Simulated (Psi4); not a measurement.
**CH5FOSn (SMILES C[O][SnH2][F]), step by step**

Wanted: a structure relaxation (TPSSh-D3(BJ)/def2-SVP), then the harmonic vibrations of CH5FOSn. 

The calculation is run with Psi4 1.11.

## (1) Starting point

CH5FOSn has 9 atoms, charge 0, and is taken as a singlet. As SMILES, `C[O][SnH2][F]`. Geometry: relaxed at PBE0-D4/def2-TZVP. This is one conformer, not always the lowest. The run starts from this shape.

Bond lengths: C1–O2 1.409 Å, O2–Sn3 1.945 Å, Sn3–F4 1.923 Å, C1–H5 1.093 Å, C1–H6 1.099 Å, C1–H7 1.096 Å, Sn3–H8 1.701 Å, Sn3–H9 1.692 Å. Some angles: C1–O2–Sn3 120.6°, O2–Sn3–F4 105.1°, O2–C1–H5 108.0°, O2–C1–H6 112.6°, O2–C1–H7 111.9°, O2–Sn3–H8 110.5°, O2–Sn3–H9 106.7°, F4–Sn3–H8 104.5°, F4–Sn3–H9 107.3°, H5–C1–H6 107.7°.

## (2) A structure relaxation at TPSSh-D3(BJ)/def2-SVP (density fitting, core potential) (run 1)

ch5fosn.in

```
memory 1600 mb

molecule mol {
  0 1
  C      0.518500     1.372900     0.070100
  O      0.868000     0.081800    -0.373800
  Sn    -0.399500    -1.388400    -0.243800
  F     -0.697400    -1.629400     1.640500
  H      1.313300     2.060500    -0.231100
  H     -0.420600     1.731700    -0.373400
  H      0.422100     1.418200     1.160900
  H     -1.916000    -0.924300    -0.859900
  H      0.399900    -2.769100    -0.806400
  units angstrom
}

set basis def2-SVP
set reference rks
set geom_maxiter 60

result, w = opt("tpssh-d3bj2b", return_wfn=True)
print_variables()
```

Launch:

```console
psi4 ch5fosn.in ch5fosn.out -n 1
```

ch5fosn.out:

```text
[...]
    !!!  WARNING: ECP capability is in beta. Please check occupations closely.  !!!
[...]
  Running in c1 symmetry.
[...]
  Nuclear repulsion =  216.838885092592193
[...]
  Multiplicity = 1
[...]
  Nalpha       = 25
  Nbeta        = 25
[...]
    Number of basis functions: 93
[...]
   @DF-RKS iter   1:  -429.97122837846530   -1.45574e+00   8.62478e-03 ADIIS/DIIS
[...]
    !!!  WARNING: ECP capability is in beta. Please check occupations closely.  !!!
[...]
   @DF-RKS iter   7:  -430.24932826728519   -4.71800e-12   5.82269e-09 DIIS
[...]
    Orbital Energies [Eh]
    ---------------------
    Doubly Occupied:
       1A    -24.549438     2A    -19.055421     3A    -10.175372
       4A     -5.058674     5A     -3.414284     6A     -3.412923
       7A     -3.410578     8A     -1.084414     9A     -1.033053
      10A     -1.019318    11A     -1.017654    12A     -1.016674
      13A     -0.995684    14A     -0.933760    15A     -0.641643
      16A     -0.513816    17A     -0.426543    18A     -0.422740
      19A     -0.410586    20A     -0.367169    21A     -0.363450
      22A     -0.338046    23A     -0.319759    24A     -0.275754
      25A     -0.256518
[...]
  @DF-RKS Final Energy:  -430.24932826728519
   => Energetics <=
    Nuclear Repulsion Energy =            213.8590829537091906
    One-Electron Energy =               -1099.7784192296437595
    Two-Electron Energy =                 495.8030720940196829
    DFT Exchange-Correlation Energy =     -40.1267536120488515
    Empirical Dispersion Energy =          -0.0063104733214345
    VV10 Nonlocal Energy =                  0.0000000000000000
    Total Energy =                       -430.2493282672851933
[...]
 Multipole Moments:
 ------------------------------------------------------------------------------------
     Multipole            Electronic (a.u.)      Nuclear  (a.u.)        Total (a.u.)
 ------------------------------------------------------------------------------------
 L = 1.  Multiply by 2.5417464519 to convert [e a0] to [Debye]
 Dipole X            :        -13.4924849           13.1313081           -0.3611769
 Dipole Y            :        -32.3635343           32.4733154            0.1097811
 Dipole Z            :        -13.9094814           13.1087165           -0.8007649
 Magnitude           :                                                    0.8852824
[...]
  -Total Gradient:
     Atom            X                  Y                   Z
    ------   -----------------  -----------------  -----------------
       1        0.000008274247    -0.000007949094     0.000031861386
       2        0.000057508421    -0.000006601287    -0.000019672309
       3       -0.000047449458    -0.000009950588    -0.000045133969
       4       -0.000045866217     0.000002325119    -0.000029017848
       5        0.000015507954    -0.000008221443     0.000036031925
       6        0.000013941570     0.000007966754    -0.000027094032
       7       -0.000032906714    -0.000002115423     0.000006249028
       8        0.000021652741     0.000034278643    -0.000093256718
       9       -0.000001970566    -0.000005914372     0.000000432365
[...]
    Final optimized geometry and variables:
    Molecular point group: c1
    Full point group: C1
    Geometry (in Angstrom), charge = 0, multiplicity = 1:
    C            0.778359694265     2.446528813585     0.081596363462
    O            1.121851892818     1.144700963593    -0.355065075850
    SN          -0.162920731421    -0.355203380060    -0.219061142907
    F           -0.464687580192    -0.629432933758     1.686998343733
    H            1.590086902685     3.128576773487    -0.220210974455
    H           -0.161497600413     2.817875341301    -0.373174961370
    H            0.673456563517     2.503612631074     1.180744099298
    H           -1.688315060807     0.100089430469    -0.850319723883
    H            0.656529185247    -1.723425553432    -0.812901905234
  Variable Map:
[...]
```

On the terminal:

```text
Optimizer: Optimization complete!
```

It took 2 min on 1 thread of AMD EPYC 7R43 (Zen 3), shared host; peak memory 1.3 GiB.

Steps, from the record of the run:

| step | energy from the first frame kept (eV) | largest force (eV/Å) |
| --- | --- | --- |
| 0 | 0.0000 | 0.7245 |
| 1 | -0.0265 | 0.3339 |
| 2 | -0.0309 | 0.0534 |
| 3 | -0.0309 | 0.0108 |
| 4 | -0.0309 | 0.0052 |

After the run. Bond lengths: C1–O2 1.415 Å, O2–Sn3 1.980 Å, Sn3–F4 1.949 Å, C1–H5 1.102 Å, C1–H6 1.108 Å, C1–H7 1.106 Å, Sn3–H8 1.712 Å, Sn3–H9 1.702 Å. Some angles: C1–O2–Sn3 121.2°, O2–Sn3–F4 105.9°, O2–C1–H5 107.8°, O2–C1–H6 112.8°, O2–C1–H7 112.2°, O2–Sn3–H8 110.6°, O2–Sn3–H9 105.8°, F4–Sn3–H8 105.1°, F4–Sn3–H9 107.6°, H5–C1–H6 107.7°.

## (3) Vibrational wavenumbers at TPSSh-D3(BJ)/def2-SVP (density fitting) (run 2)

ch5fosn.in

```
memory 1600 mb

molecule {
  0 1
  C
  O 1 1.415421
  Sn 2 1.979608 1 121.21004
  F 3 1.949186 2 105.9177 1 -64.66385
  H 1 1.102352 2 107.81257 3 -172.32979
  H 1 1.108173 5 107.74792 2 -122.01234
  H 1 1.105617 5 108.06555 6 -116.55112
  H 3 1.712485 4 105.06812 2 -117.07327
  H 3 1.701816 8 120.93271 4 121.78576
  units angstrom
}

set {
  t                          500.0
  rotational_symmetry_number 1
}

frequency("tpssh-d3bj/def2-SVP")
print_variables()
```

Launch:

```console
psi4 ch5fosn.in ch5fosn.out -n 1
```

ch5fosn.out:

```text
Psi4 1.11 release

         ----------------------------------------------------------
                                   FINDIF
         ----------------------------------------------------------

  Using finite-differences of gradients to determine vibrational frequencies and
  normal modes. Resulting frequencies are only valid at stationary points.
    Generating geometries for use with 3-point formula.
    Displacement size will be 5.00e-03.
    Number of atoms is 9.
    Number of irreps is 1.
    Number of SALCs is 24.
    Translations projected? 1. Rotations projected? 0.
    Index of SALCs per irrep:
      1 :  0  1  2  3  4  5  6  7  8  9  10  11  12  13  14  15  16  17  18  19  20  21  22  23
    Number of SALCs per irrep:
      Irrep 1: 24
    Number of geometries (including reference) is 49.
    Number of displacements per irrep:
      Irrep 1: 48
 49 displacements needed ...

  //>>>>>>>>>>>>>>>>>>>>>>>>>>>>>>>>>>>//
  //    FiniteDifference Computations  //
  //<<<<<<<<<<<<<<<<<<<<<<<<<<<<<<<<<<<//

    -----------------------------------------------------------------------
                               Psi4 1.11 release

    h
    h
    h

    -----------------------------------------------------------------------

[... 192 lines left out ...]
   @DF-RKS iter   2:  -428.63691005434879    1.33309e+00   1.98104e-02 DIIS/ADIIS
[... 7 lines left out ...]
   @DF-RKS iter  10:  -430.24932826596796   -2.99235e-09   8.10821e-08 DIIS
[... 41 lines left out ...]
    Two-Electron Energy =                 495.8031023510213231
[... 100 lines left out ...]
    Weights Tolerance      =       1.00E-15
[... 111 lines left out ...]
   @DF-RKS iter   5:  -430.24818179840065   -1.18202e-02   5.87581e-04 DIIS/ADIIS
[... 7 lines left out ...]
  Energy and wave function converged.
[... 21 lines left out ...]
    VV10 Nonlocal Energy =                  0.0000000000000000
[... 142 lines left out ...]
   @DF-RKS iter   1:  -429.96999293657433   -1.53513e+00   8.60542e-03 DIIS/ADIIS
[... 7 lines left out ...]
   @DF-RKS iter   9:  -430.24932764654585   -1.56921e-07   8.51495e-07 DIIS
[... 41 lines left out ...]
    One-Electron Energy =               -1099.7754278567722395
[... 21 lines left out ...]
 Dipole Z            :         30.7827242          -30.7245964            0.0581279
[... 18 lines left out ...]
    ------------   -----------------  -----------------  -----------------  -----------------
         C            0.340751380024     2.810641611182    -3.942852331268    12.000000000000
         O            0.340751380024     2.810641611182    -1.268094289046    15.994914619570
         SN           0.340751380024    -0.388865424314     0.670362416620   119.902201630000
[... 5 lines of this table left out ...]
         H            0.272720982455     0.461996515431     3.770423688318     1.007825032230

  Nuclear repulsion =  213.857679636424649

   => Molecular Quadrature <=

    Radial Scheme          =       TREUTLER
    Pruning Scheme         =           NONE
    Nuclear Scheme         =       TREUTLER

    Blocking Scheme        =         OCTREE
    BS radius alpha        =              1
    Pruning alpha          =              1
    Radial Points          =             75
    Spherical Points       =            302
    Total Points           =         194772
    Total Blocks           =           1515
    Max Points             =            256
    Max Functions          =             92
    Weights Tolerance      =       1.00E-15

  -Total Gradient:
     Atom            X                  Y                   Z
    ------   -----------------  -----------------  -----------------
       1       -0.000345261441    -0.000338220826    -0.000101113013
       2       -0.000001215782     0.000081159052     0.000004847141
       3       -0.000046264211     0.000144362613     0.000148705386
[... 5 lines of this table left out ...]
       9       -0.000005523137    -0.000051162962    -0.000069541235

	total time  =          3 seconds =       0.05 minutes

    Psi4 run time: 0:00:21.64

[set-up sections that repeat, and orbital energies of the middle runs, are left out above]
```

Run time: 17 min. Hardware: 1 thread of AMD EPYC 7R43 (Zen 3), shared host.

The run was cut off at its time limit.

## (4) Outcome

```
                                             quantity                value
run 1, TPSSh-D3(BJ)/def2-SVP: total energy at the end        -430.24933 Eh
          run 1, TPSSh-D3(BJ)/def2-SVP: dipole moment               2.25 D
            run 1, TPSSh-D3(BJ)/def2-SVP: HOMO energy             -6.98 eV
            run 1, TPSSh-D3(BJ)/def2-SVP: LUMO energy             -0.93 eV
          run 1, TPSSh-D3(BJ)/def2-SVP: HOMO–LUMO gap              6.05 eV
      run 1, TPSSh-D3(BJ)/def2-SVP: dispersion energy        -16.57 kJ/mol
                         run 2, TPSSh-D3(BJ)/def2-SVP  no result (timeout)
```

The optimisation (run 1, TPSSh-D3(BJ)/def2-SVP) took 5 steps and changed the energy by -0.031 eV. 1 of the 2 runs did not end normally.
